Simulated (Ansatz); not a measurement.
# C₂H₅FGaN: how energies converge with the basis set

An exercise on one series of results from a longer session: the logs are not shown, and one member is left open.

Method: one geometry, several basis sets; program: Ansatz 0.2.0, Gaussian basis.

Levels to be run: PBE0-D4/def2-SVP; ωB97M-V/def2-SVP; PBE0-D4/def2-QZVPP; ωB97M-V/def2-QZVPP; the functionals' def2-TZVPP values are taken from earlier runs.

### Structure used throughout

All runs share one geometry, relaxed beforehand with PBE0-D4 in a triple-zeta def2 set.

SMILES `[CH3][GaH][C](=N)F`, 10 atoms, charge 0, spin multiplicity 1.

Atoms are counted from 1 here; the program's logs count them from 0.

Bond lengths: C1–Ga2 1.954 Å, C1–H6 1.094 Å, C1–H7 1.092 Å, C1–H8 1.090 Å, Ga2–C3 1.999 Å, Ga2–H9 1.566 Å, C3–N4 1.249 Å, C3–F5 1.367 Å, N4–H10 1.023 Å. Angles: Ga2–C1–H6 109.2°, Ga2–C1–H7 109.7°, Ga2–C1–H8 112.5°, H6–C1–H7 107.4°, H6–C1–H8 108.1°, H7–C1–H8 109.7°, C1–Ga2–C3 116.4°, C1–Ga2–H9 126.6°, C3–Ga2–H9 116.9°, Ga2–C3–N4 121.0°, Ga2–C3–F5 118.0°, N4–C3–F5 120.9°, C3–N4–H10 112.9°.

The first run:

File in.yaml:

```yaml
crystal:
  periodic: [false, false, false]
  atoms:
    - {symbol: C, position_ang: [-1.626356, -0.829673, -0.064691]}
    - {symbol: Ga, position_ang: [-0.154864, -0.020414, 0.933914]}
    - {symbol: C, position_ang: [1.431202, 0.562175, -0.134479]}
    - {symbol: N, position_ang: [1.294978, 1.278190, -1.149246]}
    - {symbol: F, position_ang: [2.672630, 0.204910, 0.311809]}
    - {symbol: H, position_ang: [-1.401290, -1.885027, -0.246884]}
    - {symbol: H, position_ang: [-1.723340, -0.343157, -1.036965]}
    - {symbol: H, position_ang: [-2.574187, -0.773457, 0.470856]}
    - {symbol: H, position_ang: [-0.107129, 0.246426, 2.476512]}
    - {symbol: H, position_ang: [2.188345, 1.560016, -1.560837]}
basis:
  gaussian: {orbitals: def2-SVP}
hamiltonian: {xc: pbe0, dispersion: d4}
output: {orbitals: {seedname: orbitals}}
```

Run with:

```
ansatz run in.yaml --threads 2 --pin off --events-out ev --progress --plain --max-ram 22528MiB --backend cpu
```

Steps of the session up to this table: PBE0-D4 in def2-SVP; ωB97M-V in def2-SVP; PBE0-D4 in def2-QZVPP; ωB97M-V in def2-QZVPP.

One table of the session follows, with a row left open; its other results are not shown here.

It belongs to the step «Density functionals: the series». 

```
functional       basis  HOMO (eV)  LUMO (eV)
   PBE0-D4    def2-SVP      -7.85      -1.57
   PBE0-D4  def2-TZVPP      -8.06      -1.68
   PBE0-D4  def2-QZVPP      -8.10      -1.72
   ωB97M-V    def2-SVP          ?          ?
   ωB97M-V  def2-TZVPP     -10.34       0.07
   ωB97M-V  def2-QZVPP     -10.38      -0.07
```

Estimate the missing values for ωB97M-V, def2-SVP.

The run gave: HOMO (eV): -10.10; LUMO (eV): 0.20. In the column «HOMO (eV)» it lies between ωB97M-V, def2-TZVPP (-10.34) and PBE0-D4, def2-QZVPP (-8.10).
